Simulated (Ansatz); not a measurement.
**CH6OSSi: one species, many methods**

An exercise on one series of results from a longer session: the logs are not shown, and one member is left open.

Program: Ansatz 0.2.0, Gaussian basis. Level of theory: functionals in def2-TZVPP, the program's frozen cores in correlated methods. These are calculated values, not measurements.

The runs, in order: LDA (SPW92), PBE-D4, revPBE-D4, BLYP-D4, r2SCAN-D4, B97M-V, PBE0-D4, B3LYP-D4, r2SCANh-D4, r2SCAN0-D4, HSE06-D4, BHLYP-D4, CAM-B3LYP-D4, LC-ωPBE, ωB97X-V, ωB97M-V, B2PLYP, PBE-QIDH; CCSD(T)/def2-SVP; CCSD(T)/def2-TZVPP; CCSD(T)/def2-QZVPP; extrapolation to the limit; RPA on PBE.

**Structure used throughout**

An earlier PBE0-D4 in a triple-zeta def2 set relaxation fixed the geometry.

SMILES `CO[SiH2]S`, 10 atoms, charge 0, spin multiplicity 1.

Atoms are counted from 1 here; the program's logs count them from 0.

Bond lengths: C1–O2 1.410 Å, C1–H5 1.091 Å, C1–H6 1.096 Å, C1–H7 1.096 Å, O2–Si3 1.639 Å, Si3–S4 2.120 Å, Si3–H8 1.488 Å, Si3–H9 1.486 Å, S4–H10 1.344 Å. Angles: O2–C1–H5 108.1°, O2–C1–H6 111.7°, O2–C1–H7 111.3°, H5–C1–H6 108.5°, H5–C1–H7 108.5°, H6–C1–H7 108.6°, C1–O2–Si3 122.6°, O2–Si3–S4 109.8°, O2–Si3–H8 108.6°, O2–Si3–H9 111.9°, S4–Si3–H8 111.4°, S4–Si3–H9 105.1°, H8–Si3–H9 110.0°, Si3–S4–H10 94.3°.

Coordinates:

```xyz
10

C     0.3486    1.5781   -0.4381
O    -0.4874    0.5446    0.0334
Si   -0.0834   -1.0395   -0.0822
S    -1.4661   -2.2157    1.0120
H    -0.0581    2.5290   -0.0910
H     1.3716    1.4771   -0.0570
H     0.3836    1.5939   -1.5329
H     1.3030   -1.2148    0.4281
H    -0.1761   -1.5348   -1.4796
H    -1.0526   -1.7691    2.2102
```

The first run:

in.yaml

```yaml
crystal:
  periodic: [false, false, false]
  atoms:
    - {symbol: C, position_ang: [0.348551, 1.578102, -0.438084]}
    - {symbol: O, position_ang: [-0.487443, 0.544596, 0.033373]}
    - {symbol: Si, position_ang: [-0.083389, -1.039459, -0.082183]}
    - {symbol: S, position_ang: [-1.466120, -2.215746, 1.012027]}
    - {symbol: H, position_ang: [-0.058127, 2.529005, -0.091002]}
    - {symbol: H, position_ang: [1.371649, 1.477137, -0.056959]}
    - {symbol: H, position_ang: [0.383616, 1.593897, -1.532935]}
    - {symbol: H, position_ang: [1.303040, -1.214805, 0.428119]}
    - {symbol: H, position_ang: [-0.176071, -1.534847, -1.479650]}
    - {symbol: H, position_ang: [-1.052608, -1.769077, 2.210194]}
basis:
  gaussian: {orbitals: def2-TZVPP}
hamiltonian: {xc: lda}
output: {orbitals: {seedname: orbitals}}
```

The run is started by

```console
ansatz run in.yaml --threads 2 --pin off --events-out ev --progress --plain --max-ram 22528MiB --backend cpu
```

Steps of the session up to this table: LDA; PBE-D4 (GGA); revPBE-D4 (GGA); BLYP-D4 (GGA); r2SCAN-D4 (meta-GGA); B97M-V (meta-GGA); B3LYP-D4 (hybrid); r2SCANh-D4 (hybrid); r2SCAN0-D4 (hybrid); HSE06-D4 (hybrid); BHLYP-D4 (hybrid); CAM-B3LYP-D4 (range-separated); LC-ωPBE (range-separated); ωB97X-V (range-separated); ωB97M-V (range-separated); B2PLYP (double hybrid); PBE-QIDH (double hybrid).

One of the session's tables, all rows but one given; the rest of the session is left out.

It belongs to the step «Orbital energies across the functionals». 

| functional | HOMO (eV) | LUMO (eV) | gap (eV) |
| --- | --- | --- | --- |
| LDA (SPW92) | -6.53 | -0.69 | 5.83 |
| PBE-D4 | -6.41 | -0.52 | 5.89 |
| revPBE-D4 | -6.37 | -0.45 | 5.92 |
| BLYP-D4 | -6.23 | -0.46 | 5.77 |
| r2SCAN-D4 | -6.69 | -0.12 | 6.57 |
| B97M-V | -6.82 | -0.37 | 6.45 |
| PBE0-D4 | -7.64 | 0.40 | 8.04 |
| B3LYP-D4 | -7.37 | 0.11 | 7.48 |
| r2SCANh-D4 | -7.14 | 0.21 | 7.35 |
| r2SCAN0-D4 | -7.82 | 0.67 | 8.49 |
| HSE06-D4 | -7.24 | 0.02 | 7.26 |
| BHLYP-D4 | ? | ? | ? |
| CAM-B3LYP-D4 | -8.95 | 1.37 | 10.32 |
| LC-ωPBE | -10.39 | 2.64 | 13.03 |
| ωB97X-V | -10.02 | 2.45 | 12.47 |
| ωB97M-V | -9.85 | 2.14 | 11.99 |

Estimate the missing values for BHLYP-D4.

Worked estimate for «HOMO (eV)». Against the share of exact exchange, BLYP-D4 (0, -6.23), B3LYP-D4 (0.2, -7.37) give a slope of -5.70 per unit share; at 0.5 the line stands at -9.08.

As computed: HOMO (eV): -8.70; LUMO (eV): 1.23; gap (eV): 9.93. In «HOMO (eV)» the line misses by -0.38.
